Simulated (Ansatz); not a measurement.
## GaGe in Ansatz: the effect of target pressure

Crystal: GaGe.

```xyz
2
Lattice="0.0000 2.8978 2.8978 2.8978 0.0000 2.8978 2.8978 2.8978 0.0000" Properties=species:S:1:pos:R:3 pbc="T T T"
Ge    0.0000    0.0000    0.0000
Ga    1.4489    1.4489    1.4489
```

The cell comes from a database or a generator and needn't be the stable form of this composition.

Alike in all runs:

- Program: Ansatz 0.2.0
- Task: relaxation of cell and atoms
- Functional: PBE
- Potentials or basis: Ansatz PAW
- Cutoff: 420 eV (not typed: the program's choice for these potentials)
- k mesh: 8 × 8 × 8
- Occupations: fermi-dirac, width 0.05 eV
- Spin: no spin polarisation

Each run relaxes the cell or the atoms first.

Problem. One run gave: relaxed volume 23.53 Å³/atom. Which target pressure did it use?
A. 10 GPa
B. 2 GPa
C. 30 GPa
D. 5 GPa
E. 0 GPa

Solution. B.

```csv
target pressure,relaxed volume (Å³/atom)
0 GPa,24.45
2 GPa,23.53
5 GPa,22.46
10 GPa,21.05
20 GPa,19.22
30 GPa,17.97
```

Caveats: the plane-wave basis is chosen anew once the cell has moved, so the energies of steps on either side of that aren't comparable; the volume moved by over 15 % at a fixed basis, so the end points are rough (some runs).
